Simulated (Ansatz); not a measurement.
Relaxation of a periodic cell of 63 atoms, Si (host Si, host structure diamond, one Si atom removed), to a largest force component of 0.03 eV/Å in at most 60 steps.

Computed with DFT LDA, scalar-relativistic, plane waves, PAW in Ansatz. Settings: PAW set soft_1, cutoff 420 eV, k mesh 1x1x1, gaussian smearing 0.05 eV, no spin polarisation.

```xyz
63
Lattice="10.8600 0.0000 0.0000 0.0000 10.8600 0.0000 0.0000 0.0000 10.8600" Properties=species:S:1:pos:R:3
Si 5.411 0.031 -0.032
Si 6.800 1.345 1.352
Si 8.207 2.741 0.004
Si 9.493 4.058 1.292
Si 8.145 0.015 2.686
Si 9.518 1.383 4.056
Si 0.030 -0.036 0.032
Si 1.322 1.358 1.343
Si 2.682 2.720 0.017
Si 4.064 4.159 1.312
Si 5.476 5.422 -0.034
Si 6.778 6.761 1.364
Si 8.171 8.134 0.016
Si 9.517 9.518 1.414
Si 2.742 -0.010 2.705
Si 5.415 2.694 2.726
Si 6.816 4.121 4.062
Si 8.224 5.408 2.676
Si 9.449 6.761 4.016
Si 5.429 -0.073 5.424
Si 6.815 1.315 6.843
Si 8.162 2.675 5.368
Si 9.487 4.063 6.829
Si 8.083 0.004 8.106
Si 9.539 1.330 9.531
Si -0.018 5.410 -0.010
Si 1.360 6.782 1.370
Si 2.751 8.152 -0.016
Si 4.067 9.495 1.376
Si -0.030 2.693 2.725
Si 1.349 4.055 4.120
Si 2.728 5.460 2.732
Si 4.063 6.808 4.101
Si 5.442 8.118 2.696
Si 6.765 9.495 4.080
Si -0.038 -0.020 5.429
Si 1.346 1.364 6.763
Si 2.777 2.736 5.394
Si 4.013 4.087 6.767
Si 5.424 5.437 5.441
Si 6.751 6.761 6.765
Si 8.158 8.146 5.430
Si 9.525 9.467 6.743
Si 2.776 -0.051 8.166
Si 4.069 1.353 9.498
Si 5.375 2.812 8.148
Si 6.750 4.040 9.568
Si 8.103 5.424 8.111
Si 9.467 6.769 9.495
Si 0.039 8.168 2.716
Si 1.321 9.515 4.056
Si -0.034 5.464 5.433
Si 1.400 6.717 6.747
Si 2.737 8.148 5.405
Si 4.100 9.488 6.792
Si -0.059 2.727 8.105
Si 1.396 4.064 9.458
Si 2.711 5.440 8.150
Si 4.070 6.805 9.454
Si 5.420 8.126 8.152
Si 6.826 9.532 9.514
Si -0.037 8.157 8.122
Si 1.333 9.475 9.540
```

Problem. Where does it end, and by what steps?

Solution. The run converged. Limits of this set-up: coarse k mesh, PAW files made for another functional, no spin, though dangling bonds at a vacancy may carry it, a typed lattice constant that wasn't relaxed here. After 3 steps the energy has fallen by 1.235 eV; Si46 moved furthest, 0.12 Å.

| step | energy less start (eV) | largest force component (eV/Å) | accepted |
| --- | --- | --- | --- |
| 0 | 0.0000 | 1.554 | yes |
| 1 | -1.1181 | 0.605 | yes |
| 2 | -1.2327 | 0.042 | yes |
| 3 | -1.2347 | 0.009 | yes |

```xyz
63
Lattice="10.8600 0.0000 0.0000 0.0000 10.8600 0.0000 0.0000 0.0000 10.8600" Properties=species:S:1:pos:R:3
Si 5.425 0.001 -0.009
Si 6.774 1.338 1.365
Si 8.141 2.716 -0.002
Si 9.500 4.067 1.352
Si 8.148 0.001 2.713
Si 9.502 1.355 4.067
Si 0.004 -0.007 -0.001
Si 1.371 1.369 1.366
Si 2.719 2.708 -0.008
Si 4.057 4.057 1.365
Si 5.434 5.424 -0.001
Si 6.786 6.782 1.352
Si 8.148 8.139 -0.008
Si 9.504 9.502 1.352
Si 2.717 -0.003 2.714
Si 5.427 2.708 2.713
Si 6.774 4.056 4.084
Si 8.139 5.421 2.703
Si 9.502 6.785 4.064
Si 5.425 0.000 5.421
Si 6.773 1.370 6.768
Si 8.149 2.708 5.421
Si 9.503 4.069 6.779
Si 8.139 -0.010 8.134
Si 9.502 1.355 9.494
Si -0.003 5.429 -0.008
Si 1.359 6.785 1.353
Si 2.709 8.145 -0.001
Si 4.087 9.512 1.364
Si -0.004 2.709 2.713
Si 1.372 4.054 4.053
Si 2.718 5.431 2.714
Si 4.072 6.785 4.067
Si 5.426 8.138 2.712
Si 6.772 9.514 4.052
Si -0.006 0.001 5.421
Si 1.371 1.337 6.768
Si 2.720 2.706 5.422
Si 4.089 4.055 6.767
Si 5.426 5.432 5.421
Si 6.786 6.786 6.779
Si 8.139 8.146 5.429
Si 9.499 9.500 6.779
Si 2.717 0.000 8.145
Si 4.072 1.355 9.498
Si 5.426 2.709 8.144
Si 6.785 4.068 9.501
Si 8.146 5.428 8.142
Si 9.502 6.785 9.496
Si 0.005 8.148 2.702
Si 1.369 9.512 4.085
Si 0.003 5.423 5.429
Si 1.359 6.782 6.780
Si 2.718 8.137 5.421
Si 4.055 9.514 6.768
Si 0.005 2.719 8.133
Si 1.360 4.067 9.497
Si 2.708 5.420 8.134
Si 4.072 6.786 9.494
Si 5.436 8.149 8.133
Si 6.786 9.501 9.497
Si -0.002 8.141 8.141
Si 1.358 9.501 9.501
```

Whether the end is a true minimum wasn't checked by a vibrational analysis.

Run time: 14 s on 4 threads of Arm Neoverse V2, with other jobs on the host, peak memory 0.94 GiB.
